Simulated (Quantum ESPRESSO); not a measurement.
# ZnHgO2: zone-centre phonons under several settings

```
Zn Hg O
1.0
     3.34847    0.00000    0.00000
     0.00000    3.34847    0.00000
     0.00000    0.00000    4.60199
Zn Hg O
1 1 2
Direct
  0.00000 0.00000 0.00000
  0.50000 0.50000 0.50000
  0.00000 0.00000 0.50000
  0.50000 0.50000 0.00000
```

The cell was built by a generator and needn't be a form met in nature.

All runs used Quantum ESPRESSO 7.5; potentials Ansatz NC SR PBE; k mesh 4 × 4 × 2, shifted; no spin polarisation; cutoff 1238 eV; occupations fermi-dirac, width 0.05 eV.

```tsv
level	geometry	volume (Å³/atom)	pressure (GPa)	lowest optical mode without the field (cm⁻¹)	highest optical mode without the field (cm⁻¹)
PBE	relaxed at -3 GPa	13.26	-2.8	222i	369
PBE	relaxed at 0 GPa	12.93	0.1	217i	384
PBE	relaxed at 3 GPa	12.64	3.0	210i	399
PBE	relaxed at 8 GPa	?	8.0	?	?
```

**Question.** What stands in the row left open?

**Answer.** Volume 12.24 Å³/atom; lowest optical mode without the field 198i cm⁻¹; highest optical mode without the field 421 cm⁻¹.

Values marked i are imaginary: the cell is unstable against those modes at that level, or the meshes are too thin.

Caveats: all runs use coarse meshes; the mesh is thin for the phonons of a metal; some modes are imaginary; the cell is more than 3 GPa from zero pressure, which shifts response properties (some runs).

For the row left open. Caveat: the k mesh is coarse (spacing up to 0.68 Å⁻¹), so the values aren't converged; the mesh is thin for the phonons of a metal; some modes are imaginary; the cell is more than 3 GPa from zero pressure, which shifts response properties.
